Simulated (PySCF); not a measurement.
The system is NGeBrH2, in a box.

```
CELL_PARAMETERS angstrom
13.00000 0.00000 0.00000
0.00000 12.00000 0.00000
0.00000 0.00000 12.00000
ATOMIC_POSITIONS crystal
N 0.44303 0.53622 0.45496
Ge 0.44907 0.41173 0.53475
Br 0.62610 0.43786 0.59358
H 0.50238 0.59248 0.44207
H 0.37589 0.55976 0.41473
```

The cell isn't the ideal one: atoms moved at random, drawn with an rms of 0.05 Å.

Base run:

| Item | Value |
| --- | --- |
| Program | PySCF 2.14.0 |
| Functional | LC-wPBE |
| Potentials or basis | 6-31g* (all-electron) |
| k mesh | 1 × 1 × 1 |
| Occupations | fixed |
| Spin | no spin polarisation |

Its results: gap between the frontier levels 10.22 eV.

**Question.** The run is repeated on the same cell with these changes: functional from LC-wPBE to PBE. What comes out?

**Answer.** Gap between the frontier levels 3.70 eV.

LC-wPBE gives the wider gap, since exact exchange removes part of the self-interaction.

Caveats: this is a molecule in a periodic box at the Γ point, so its band gap is the HOMO-LUMO gap; relativity is left out, which matters for the heavier elements; the basis of atomic orbitals isn't converged, which shifts pressures, moduli and gaps.

